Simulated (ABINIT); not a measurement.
**CsLiCr2Te2S3 in ABINIT: the effect of starting spin order**

CsLiCr2Te2S3:

```
Cs Li Cr Te S
1.0
     3.42162   -5.18069    0.00784
     3.42162    5.18069    0.00784
    -2.90411    0.00000    7.43093
Cs Li Cr Te S
1 1 2 2 3
Direct
  0.09374 0.09374 0.00853
  0.58875 0.58875 0.55336
  0.05646 0.46755 0.55790
  0.46755 0.05646 0.55790
  0.56486 0.87357 0.29035
  0.87357 0.56486 0.29035
  0.81151 0.39697 0.73347
  0.39697 0.81151 0.73347
  0.21404 0.21404 0.48371
```

The cell was built by a generator and needn't be a form met in nature.

Alike in all runs:

```yaml
Program: ABINIT 10.8.3 (patched build)
Task: single point
Functional: PBE
Potentials_or_basis: JTH PAW PBE v2.0
Cutoff: 626 eV
k_mesh: 4 × 4 × 3
Occupations: fermi-dirac, width 0.05 eV
```

Task: One run gave: energy over the lowest run 101.6 meV/atom; pressure -2.1 GPa; largest force 0.74 eV/Å; final net moment 0.00 μB; final largest site moment 0.00 μB. Which starting spin order did it use?
A. non-magnetic
B. ferromagnetic start, larger moments
C. ferromagnetic start

Result: A.

```tsv
starting spin order	energy over the lowest run (meV/atom)	pressure (GPa)	largest force (eV/Å)	final net moment (μB)	final largest site moment (μB)
non-magnetic	101.6	-2.1	0.74	0.00	0.00
ferromagnetic start	0.0	0.0	0.08	4.01	2.15
ferromagnetic start, larger moments	0.0	0.0	0.08	4.01	2.15
```
